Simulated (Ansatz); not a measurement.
# BGaH2: the cost of one run

The runs use Ansatz 0.2.0, Gaussian basis; def2-QZVPP, all electrons in the functionals.

Plan: PBE, BLYP, r2SCAN, B97M-V, PBE0, B3LYP, at charge 0, triplet; charge 0, singlet; charge 0, quintet; charge 1, doublet; charge 1, quartet.

10 further runs of the same task are left out: 3 that didn't finish, 7 set aside as unsound or not needed. Runs told in other sessions of the task aren't counted.

## (1) The geometry

The geometry is a PBE0/def2-TZVP stationary point (not a proven minimum). No spin-orbit coupling is included. The filled d shell of Ga may be among the frozen orbitals whatever the setting's name suggests.

4 atoms, charge 0, spin multiplicity 3.

Atoms are counted from 1 here; the program's logs count them from 0.

Bond lengths: B1–Ga2 2.039 Å, Ga2–H3 1.562 Å, Ga2–H4 1.562 Å. Angles: B1–Ga2–H3 117.2°, B1–Ga2–H4 117.2°, H3–Ga2–H4 125.6°.

As a file:

```
B     0.0000    0.0000    1.7891
Ga    0.0000    0.0000   -0.2495
H     0.0000    1.3893   -0.9639
H     0.0000   -1.3893   -0.9639
```

No dispersion term is added; B97M-V holds VV10 nonlocal correlation. B3LYP takes the VWN-RPA correlation.

The geometry shown and the zero of energy belong to the point charge 0, triplet. The yardstick, RCCSD(T), and other wave-function levels (R restricted, U unrestricted, valence and pair active spaces) come from earlier runs.

## (2) PBE, charge 0, triplet

in.yaml

```yaml
crystal:
  periodic: [false, false, false]
  atoms:
    - {symbol: B, position_ang: [0.000000, 0.000000, 1.789068]}
    - {symbol: Ga, position_ang: [0.000000, 0.000000, -0.249536]}
    - {symbol: H, position_ang: [0.000000, 1.389305, -0.963938]}
    - {symbol: H, position_ang: [0.000000, -1.389305, -0.963938]}
basis:
  gaussian: {orbitals: "def2-QZVPP.json"}
magnetization: {spin_polarized: true, initial_magnetization: 2}
hamiltonian: {xc: {name: PBE}}
output: {orbitals: {seedname: orbitals}}
```

On the command line:

```bash
> ansatz run in.yaml --threads 1 --pin off --events-out ev --progress --plain --max-ram 2393MiB
```

What time and memory should one allow on 1 thread of INTEL XEON PLATINUM 8581C at 2.10GHz, shared host?

About 8.5 s, with a peak of 0.41 GiB.
